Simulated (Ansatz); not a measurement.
# ClGaH8N2OSi: the cost of one run

All numbers below are computed with Ansatz 0.2.0 (RKS PBE/def2-SVP).

### 1 The starting structure

Bond lengths: Ga1–Cl2 2.590 Å, Ga1–N3 1.930 Å, N3–H4 1.060 Å, N3–H5 1.060 Å, Ga1–O6 1.790 Å, O6–H7 1.010 Å, Ga1–N8 2.230 Å, N8–H9 1.060 Å, N8–Si10 1.820 Å, Si10–H11 1.460 Å, Si10–H12 1.460 Å, Si10–H13 1.460 Å. Angles (14 of 19 angles, heavy atoms first): Cl2–Ga1–N3 120.0°, Cl2–Ga1–O6 120.0°, Cl2–Ga1–N8 71.6°, N3–Ga1–O6 120.0°, N3–Ga1–N8 96.8°, O6–Ga1–N8 101.3°, Ga1–N8–Si10 120.0°, Ga1–N3–H4 120.0°, Ga1–N3–H5 120.0°, Ga1–O6–H7 109.5°, Ga1–N8–H9 120.0°, H9–N8–Si10 120.0°, N8–Si10–H11 109.5°, N8–Si10–H12 109.5°.

Structure file:

```xyz
14

Ga    0.0000    0.0000    0.0000
Cl    0.0000    0.0000    2.5900
N     1.6714    0.0000   -0.9650
H     2.1380   -0.9179   -1.2168
H     2.1227    0.9179   -1.2432
O    -1.5501    0.0000   -0.8950
H    -2.0598   -0.8467   -0.6865
N     0.0999    2.1139    0.7032
H     0.4935    2.3354    1.6622
Si   -0.4942    3.4588   -0.3695
H    -0.8499    2.9175   -1.6780
H    -1.6686    4.0812    0.2345
H     0.5587    4.4580   -0.5268
H     0.0694    1.4686    1.8808
```

### 2 Pulling towards end A

Springs on the bonds that form and break draw the guess towards this end; the thresholds are loose.

The input, input.yaml:

```yaml
crystal:
  periodic: [false, false, false]
  atoms:
    - { symbol: Ga, position_ang: [0.0, 0.0, 0.0] }
    - { symbol: Cl, position_ang: [0.0, 0.0, 2.59] }
    - { symbol: "N", position_ang: [1.6714, 0.0, -0.965] }
    - { symbol: H, position_ang: [2.138, -0.9179, -1.2168] }
    - { symbol: H, position_ang: [2.1227, 0.9179, -1.2432] }
    - { symbol: O, position_ang: [-1.5501, 0.0, -0.895] }
    - { symbol: H, position_ang: [-2.0598, -0.8467, -0.6865] }
    - { symbol: "N", position_ang: [0.0999, 2.1139, 0.7032] }
    - { symbol: H, position_ang: [0.4935, 2.3354, 1.6622] }
    - { symbol: Si, position_ang: [-0.4942, 3.4588, -0.3695] }
    - { symbol: H, position_ang: [-0.8499, 2.9175, -1.678] }
    - { symbol: H, position_ang: [-1.6686, 4.0812, 0.2345] }
    - { symbol: H, position_ang: [0.5587, 4.458, -0.5268] }
    - { symbol: H, position_ang: [0.0694, 1.4686, 1.8808] }
basis:
  gaussian: { orbitals: def2-SVP }
hamiltonian:
  xc: pbe
relax:
  f_tol: 0.15
  max_steps: 25
  restrain:
    - { distance: [0, 7], at: 3.13, k: 30.0 }
    - { distance: [13, 1], at: 2.57, k: 30.0 }
    - { distance: [0, 1], at: 2.24, k: 30.0 }
    - { distance: [13, 7], at: 1.06, k: 30.0 }
```

Command:

```sh
$ ansatz run input.yaml --threads 4 --pin off --max-ram 5120MiB --backend cpu --events-out ev --progress --plain --runs-dir out
```

Q: Estimate wall time and peak memory on 4 threads of Arm Neoverse V2, shared host.

About 44 s, with a peak of 0.24 GiB.
